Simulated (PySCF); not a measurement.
**A diatomic session: MoO−**

Aim: find the lowest electronic state of MoO−, scan its bond at several levels of theory, and get bond length, wavenumber and dissociation energy from each curve.

The runs use PySCF 2.14.0; Mo def2-TZVPPD with ECP28, O def2-TZVPPD, scalar-relativistic core potentials.

4 further runs of the same task are left out: 4 set aside as unsound or not needed.

## (1) The job

Settings of the job:

```json
{
  "atoms": "Mo, O",
  "charge": "-1",
  "basis": "Mo def2-TZVPPD with ECP28, O def2-TZVPPD",
  "Hamiltonian": "scalar-relativistic core potentials",
  "basis functions": "96",
  "electrons treated": "23",
  "masses in u": "97.9054, 15.9949",
  "levels": "PBE0, PBE, r²SCAN, BHandHLYP, B97-3, TPSS, M06-2X, M06-L, ωB97X, MP2, SCS-MP2, CCSD, CCSD(T)",
  "grid": "80 radial by 434 angular points",
  "occupations": "held fixed by the projection of orbital angular momentum",
  "dissociation limit": "Mo + O−, each in its ground configuration",
  "starting distance in angstrom": "1.995",
  "values of 2S to try": "1, 3, 5, 7, 9"
}
```

Launch:

```console
$ OMP_NUM_THREADS=2 python dia.py task.json out
```

The runs that follow: PBE0 along the bond; PBE (GGA); r²SCAN (meta-GGA); BHandHLYP; B97-3; TPSS; M06-2X; M06-L (meta-GGA); ωB97X; Adding correlation.

Q: Predict the outcome of this session. Wanted: for each run, Re; ωe; De; μ.

As calculated:

Lowest PBE0 solution found, without spin–orbit coupling: ⁶Σ⁺ (sextet), unpaired electrons σ ↑, π ↑↑, δ ↑↑.

| level | Re (Å) | ωe (cm⁻¹) | De (eV) | μ (D) |
| --- | --- | --- | --- | --- |
| ROHF-MP2 | 1.726 | 870 | 5.23 | n/a |
| ROHF-SCS-MP2 | 1.738 | 833 | 5.07 | n/a |
| ROHF-CCSD | 1.745 | 832 | 4.37 | n/a |
| ROHF-CCSD(T) | 1.753 | 818 | 4.82 | n/a |
| PBE | 1.750 | 824 | 5.27 | -1.34 |
| TPSS | 1.756 | 821 | 5.13 | -1.45 |
| r²SCAN | 1.745 | 837 | 4.90 | -1.54 |
| M06-L | 1.749 | 808 | 4.89 | -1.21 |
| PBE0 | 1.736 | 843 | 4.66 | -1.67 |
| B97-3 | 1.741 | 832 | 4.75 | -1.63 |
| BHandHLYP | 1.745 | 831 | 4.03 | -2.33 |
| M06-2X | 1.735 | 851 | 5.02 | -1.75 |
| ωB97X | 1.736 | 839 | 4.88 | -1.76 |

De is counted to Mo + O− in their ground configurations. A positive dipole points from Mo to O; in an ion it is taken about the centre of mass and does not tell which atom is negative.

**Reading.** The methods spread over 0.031 Å in bond length, from ROHF-MP2 to TPSS. Among the levels with a De in the table, it runs from 4.03 eV (BHandHLYP) to 5.27 eV (PBE).

Correlated steps freeze 1 core orbital. With d or f electrons several states lie close, and the lowest PBE0 determinant need not be the measured ground state. T1 is 0.042 near the minimum (highest on the curve 0.061), which may point to more than one leading configuration. With some functionals the highest level of the anion is positive, from self-interaction error or because the anion is truly unbound there; the finite basis then holds the extra electron, and no neutral molecule was run to test the binding. Spin–orbit coupling is left out.
